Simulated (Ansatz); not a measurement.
GdAlO3:

```
Gd Al O
1.0
     3.73533    0.00000    0.00000
     0.00000    3.73533    0.00000
     0.00000    0.00000    3.73533
Gd Al O
1 1 3
Direct
  0.00000 0.00000 0.00000
  0.50000 0.50000 0.50000
  0.50000 0.50000 0.00000
  0.50000 0.00000 0.50000
  0.00000 0.50000 0.50000
```

The cell comes from a database or a generator and needn't be the stable form of this composition.

Base run:

* Program: Ansatz 0.2.0
* Functional: PBEsol
* Potentials or basis: Ansatz PAW
* Cutoff: 420 eV (not typed: the program's choice for these potentials)
* k mesh: 6 × 6 × 6
* Occupations: fermi-dirac, width 0.05 eV
* Spin: collinear spin, ferromagnetic start
* Starting moments: [7.0, 0.0, 0.0, 0.0, 0.0] μB
* Fixed moment: 7 μB

Its results: pressure -6.2 GPa; site moments Gd +6.88; Al -0.00; O +0.01 μB.

After a change of settings the same cell gave: pressure 20.3 GPa; site moments Gd +7.61; Al -0.00; O +0.55 μB. Which change was it?
A. fixed moment from 7 μB to 10.5 μB; moments at the start from [7.0, 0.0, 0.0, 0.0, 0.0] to [10.5, 0.0, 0.0, 0.0, 0.0]
B. fixed moment from 7 μB to 14 μB; moments at the start from [7.0, 0.0, 0.0, 0.0, 0.0] to [14.0, 0.0, 0.0, 0.0, 0.0]
C. fixed moment from 7 μB to 8.8 μB; moments at the start from [7.0, 0.0, 0.0, 0.0, 0.0] to [8.8, 0.0, 0.0, 0.0, 0.0]
D. fixed moment from 7 μB to 3.5 μB; moments at the start from [7.0, 0.0, 0.0, 0.0, 0.0] to [3.5, 0.0, 0.0, 0.0, 0.0]

A.

Caveats: the total moment is fixed, so each spin has its own Fermi level; a cell with one magnetic atom can't hold antiferromagnetic order, which such compounds often take; the PAW data sets come from PBE, with cores solved anew for the run's functional, which leaves a small shift of forces and pressure; the thresholds are loose for stress.
